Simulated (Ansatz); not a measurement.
# LuPd: strong compression

One table from this session's results is given with a row withheld; the runs are named, their logs left out.

Method: DFT, LDA, PAW with Ansatz's default frozen-core files, scalar-relativistic, in Ansatz 0.2.0.

3 further runs of the same task are left out: 1 for a known fault of the program, 2 that didn't finish.

### The structure to begin with

The structure is cubic, space group Pm-3m (No. 221). The conventional cell has a = 3.415 Å, b = 3.415 Å, c = 3.415 Å, α = 90.00°, β = 90.00°, γ = 90.00°. Around Lu (site symmetry m-3m) lie 8 Pd at 2.96 Å. Around Pd (site symmetry m-3m) lie 8 Lu at 2.96 Å.

Structure file:

```cif
data_structure
_symmetry_space_group_name_H-M 'Pm-3m'
_symmetry_Int_Tables_number 221
_cell_length_a 3.4150
_cell_length_b 3.4150
_cell_length_c 3.4150
_cell_angle_alpha 90.000
_cell_angle_beta 90.000
_cell_angle_gamma 90.000
_cell_volume 39.83
loop_
_atom_site_label
_atom_site_type_symbol
_atom_site_symmetry_multiplicity
_atom_site_Wyckoff_symbol
_atom_site_fract_x
_atom_site_fract_y
_atom_site_fract_z
_atom_site_occupancy
Lu1 Lu 1 a 0.00000 0.00000 0.00000 1
Pd1 Pd 1 b 0.50000 0.50000 0.50000 1
```

The file gives the conventional cell by its symmetry; the runs use the cell typed in the input.

Whether this phase is the stable one at these pressures isn't tested.

Atoms are numbered in the order of the input: Lu1, Pd2.

The first run:

input.yaml

```yaml
crystal:
  lattice:
    - [3.415, 0.0, 0.0]
    - [0.0, 3.415, 0.0]
    - [0.0, 0.0, 3.415]
  atoms:
    - { symbol: Lu, position: [0.0, 0.0, 0.0] }
    - { symbol: Pd, position: [0.5, 0.5, 0.5] }
kpoints:
  mp_grid: { grid: [11, 11, 11] }
scf:
  occupations: { method: fermi_dirac, width: 0.05 }
hamiltonian:
  xc: lda
  pseudopotentials: { kind: paw }
output:
  forces: true
  stress: true
relax:
  f_tol: 0.01
  max_steps: 30
```

Launch:

```sh
$ ansatz run input.yaml --threads 1 --pin off --max-ram 2048MiB --backend cpu --events-out ev --progress --plain --runs-dir out
```

Steps of the session up to this table: Atoms relaxed at the given volume, PAW; Volume scaled by 1, PAW; Atoms relaxed at 0.9 of the volume, PAW; Volume scaled by 0.9, PAW; Atoms relaxed at 0.75 of the volume, PAW; Volume scaled by 0.75, PAW; Atoms relaxed at 0.7 of the volume, PAW; Volume scaled by 0.7, PAW.

One table of the session follows, with a row left open; its other results are not shown here.

```
method  volume over the first  volume (Å³/atom)  pressure (GPa)
   PAW                      1                 ?               ?
   PAW                    0.9            17.922            6.39
   PAW                   0.75            14.935           45.23
   PAW                    0.7            13.939           68.62
```

**Question.** Estimate the row for PAW, 1.

As computed: volume (Å³/atom): 19.913; pressure (GPa): -6.42. In the column «volume (Å³/atom)» it is the highest.

To keep in mind: Warnings in the runs' records: stress scf threshold loose, gradients without spin orbit.
